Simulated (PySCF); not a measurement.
# cyclo-(H2SnO)4: geometry, NMR shifts and electronic excitations

What NMR shifts and electronic excitations should cyclo-(H2SnO)4 show?

Computed with PySCF 2.14.0, with density-fitted response routines of our own, on a single molecule in the gas phase. Atoms are numbered from 0 throughout.

### 1 Starting geometry

16 atoms, charge 0, multiplicity 1; geometry from: GFN2-xTB. The atoms were then displaced at random by about 0.03 Å, so the start is not that level's minimum.

Bonds of the start (Å): Sn0–H1 1.63, Sn0–H2 1.68, Sn0–O3 1.95, Sn0–O15 1.88, O3–Sn4 1.91, Sn4–H5 1.70, Sn4–H6 1.61, Sn4–O7 1.96, O7–Sn8 1.84, Sn8–H9 1.62, Sn8–H10 1.70, Sn8–O11 1.92, O11–Sn12 1.84, Sn12–H13 1.66, Sn12–H14 1.71, Sn12–O15 1.83.

### 2 Geometry optimisation at PBE0-D3(BJ)/def2-SVP

Job settings and geometry (Å):

```
{"job": {"xc": "PBE0", "basis": "def2-SVP", "d3": "d3bj", "grid": 1, "maxiter": 40, "shake": 0.03, "kind": "geom"}, "charge": 0, "multiplicity": 1}
Sn    -0.732060    -2.541760     0.446000
H     -1.067670    -3.139380     1.930190
H     -1.083040    -3.350910    -0.985980
O     -1.865630    -0.959780     0.328490
Sn    -2.490970     0.832760     0.082990
H     -2.877450     1.439960     1.623890
H     -3.559720     0.838430    -1.121990
O     -0.983380     1.925520    -0.540600
Sn     0.773920     2.328950    -0.904850
H      1.125360     3.696320    -0.100520
H      0.869020     2.223190    -2.596410
O      1.984210     1.016540    -0.209270
Sn     2.410370    -0.668370     0.384670
H      3.502720    -1.304500    -0.687660
H      2.931520    -0.497010     1.999950
O      1.028450    -1.873900     0.417510
```

Command:

```console
$ OMP_NUM_THREADS=1 python probes_run.py task.json out
```

This one command runs all jobs of the session in turn.

**Question.** This job is followed by: GIAO PBE0/pcSseg-1 Sn:def2-TZVP NMR shielding, non-relativistic, gas phase; TDDFT PBE0/def2-SVPD, vertical, gas phase, core orbitals frozen in the response; GIAO B3LYP/pcSseg-1 Sn:def2-TZVP NMR shielding, non-relativistic, gas phase. What will the session give for the following? point group; rotational constants (main isotopes); 1H shifts against TMS (PBE0/def2-TZVP+pcSseg-1, means over atoms taken as alike); 17O shifts against H2O (PBE0/def2-TZVP+pcSseg-1, means over atoms taken as alike); surface potential, 1st and 99th percentile; lowest singlet (PBE0/def2-SVPD); brightest single state of those computed; lowest triplet; vertical ionisation energy (ΔSCF); range of the shift of O3.

**Answer**, as computed:

| quantity | value |
| --- | --- |
| point group | S4 |
| rotational constants (main isotopes) | 0.29, 0.29, 0.19 GHz |
| 1H shifts against TMS (PBE0/def2-TZVP+pcSseg-1, means over atoms taken as alike) | 6.23 ppm |
| 17O shifts against H2O (PBE0/def2-TZVP+pcSseg-1, means over atoms taken as alike) | 91.9 ppm |
| surface potential, 1st and 99th percentile | -1.44 V and 1.75 V |
| lowest singlet (PBE0/def2-SVPD) | 5.90 eV (210 nm), f = 0.056 |
| brightest single state of those computed | state 2, 5.90 eV, f = 0.098 |
| lowest triplet | 5.31 eV |
| vertical ionisation energy (ΔSCF) | 9.50 eV |
| range of the shift of O3 | 91.9 to 105.0 ppm |

In words: The start was shaken at random, so part of the energy gained undoes that. Over 24 steps the energy fell by 1.397 eV; of the close pairs, Sn12–O15 changed most, 1.834 to 1.978 Å. No frequency check was run at this level, so the end point may be a saddle. At PBE0/def2-TZVP+pcSseg-1: The widest tensor belongs to O3, O7, O11, O15: span 156 ppm, with a paramagnetic part of -157 ppm. By nearest atom (PBE0/def2-TZVP+pcSseg-1), the HOMO sits on O7, O11, O15 about 19 % each; O3 15 % and the LUMO on 4 O atoms about 8 % each; 4 Sn atoms about 7 % each. The lowest singlet, at 5.90 eV, is HOMO→LUMO 0.27, HOMO−3→LUMO 0.15 and is bright; of the 10 states computed, the strongest absorption comes from states 1 to 3 together at 5.90 eV. The lowest triplet lies 0.59 eV below the lowest singlet (triplets in Tamm-Dancoff, singlets in full TDDFT). Spin-orbit coupling, left out, mixes singlets and triplets in elements this heavy. The orbital energy would give 7.99 eV for ionisation, ΔSCF gives 9.50 eV. In this run the hole sits in HOMO−2, not in the HOMO; unless the two are degenerate, this need not be the first ionisation. Across the 2 runs the shift of O3 (with its like atoms) moves most, between 91.9 (PBE0/def2-TZVP+pcSseg-1) and 105.0 ppm (B3LYP/def2-TZVP+pcSseg-1). Spin-orbit coupling is left out, which matters for shieldings and couplings at and beside the heavy atoms.
